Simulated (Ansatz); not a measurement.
# C₃H₅B: taking an electron away

How much energy removes an electron from C₃H₅B at fixed geometry? The cation is run at each level and the neutral's energy taken from earlier runs.

Program: Ansatz 0.2.0, Gaussian basis. Level of theory: unrestricted cation, the program's frozen cores in correlated methods. These are calculated values, not measurements.

Levels to be run: UKS PBE-D4/def2-TZVPP; UKS r2SCAN-D4/def2-TZVPP; UKS PBE0-D4/def2-TZVPP; UKS B3LYP-D4/def2-TZVPP; UKS wB97X-V/def2-TZVPP; UKS wB97M-V/def2-TZVPP; UKS B2PLYP/def2-TZVPP; UHF-CCSD(T)/def2-TZVPP; UHF-MP2/def2-QZVPP; extrapolation to the limit; then −ε(HOMO) from the neutral's earlier runs with LDA (SPW92), PBE-D4, revPBE-D4, BLYP-D4, r2SCAN-D4, B97M-V, PBE0-D4, B3LYP-D4, r2SCANh-D4, r2SCAN0-D4, HSE06-D4, BHLYP-D4, CAM-B3LYP-D4, LC-ωPBE, ωB97X-V, ωB97M-V.

## Step 1: Structure used throughout

An earlier PBE0-D4 in a triple-zeta def2 set relaxation fixed the geometry.

SMILES `CB1C=C1`, 9 atoms, charge 0, spin multiplicity 1.

Atoms are counted from 1 here; the program's logs count them from 0.

Bond lengths: C1–B2 1.551 Å, C1–H5 1.096 Å, C1–H6 1.092 Å, C1–H7 1.092 Å, B2–C3 1.473 Å, B2–C4 1.474 Å, C3–C4 1.346 Å, C3–H8 1.082 Å, C4–H9 1.082 Å. Angles: B2–C1–H5 108.5°, B2–C1–H6 112.6°, B2–C1–H7 112.8°, H5–C1–H6 106.7°, H5–C1–H7 106.9°, H6–C1–H7 109.0°, C1–B2–C3 152.9°, C1–B2–C4 152.7°, C3–B2–C4 54.3°, B2–C3–C4 62.8°, B2–C3–H8 159.1°, C4–C3–H8 138.1°, B2–C4–C3 62.8°, B2–C4–H9 159.1°, C3–C4–H9 138.1°.

## Step 2: Cation, UKS PBE-D4/def2-TZVPP

in.yaml reads:

```yaml
crystal:
  periodic: [false, false, false]
  atoms:
    - {symbol: C, position_ang: [0.385914, 1.191634, -0.773533]}
    - {symbol: B, position_ang: [0.006984, -0.062633, 0.056909]}
    - {symbol: C, position_ang: [0.180215, -1.468050, 0.463893]}
    - {symbol: C, position_ang: [-0.841485, -0.789427, 1.017701]}
    - {symbol: H, position_ang: [-0.183578, 1.173975, -1.709848]}
    - {symbol: H, position_ang: [0.127472, 2.123856, -0.266936]}
    - {symbol: H, position_ang: [1.442851, 1.216126, -1.045989]}
    - {symbol: H, position_ang: [0.607392, -2.461377, 0.511940]}
    - {symbol: H, position_ang: [-1.637264, -0.970403, 1.728662]}
basis:
  gaussian: {orbitals: def2-TZVPP}
total_charge: 1
magnetization: {spin_polarized: true, initial_magnetization: 1}
hamiltonian: {xc: pbe, dispersion: d4}
```

The run is started by

```
ansatz run in.yaml --threads 2 --pin off --events-out ev --progress --plain --max-ram 4352MiB
```

Further steps of the session: Cation, UKS r2SCAN-D4/def2-TZVPP; Cation, UKS PBE0-D4/def2-TZVPP; Cation, UKS B3LYP-D4/def2-TZVPP; Cation, UKS wB97X-V/def2-TZVPP; Cation, UKS wB97M-V/def2-TZVPP; Cation, UKS B2PLYP (frozen core)/def2-TZVPP; Cation, UHF-CCSD(T)/def2-TZVPP; Cation, UHF-MP2/def2-QZVPP.

**Question.** What will the summary of the whole plan be? Wanted: ionisation energy, CCSD(T)/CBS; nearest functional by difference; nearest −ε(HOMO); −ε(HOMO) of PBE; T1 of the cation.

**Answer**, as computed:

```
                        quantity               value
  ionisation energy, CCSD(T)/CBS            10.17 eV
nearest functional by difference  ωB97M-V (-0.12 eV)
                nearest −ε(HOMO)  LC-ωPBE (+0.13 eV)
                 −ε(HOMO) of PBE             6.24 eV
                T1 of the cation               0.015
```

In words: By cation minus neutral, the functionals miss by 0.42 eV at most. −ε(HOMO) of PBE misses by 3.9 eV, since self-interaction lifts the level. Among orbital estimates LC-ωPBE comes nearest. Hartree-Fock falls 0.83 eV short, as the neutral has more correlation energy than the cation.
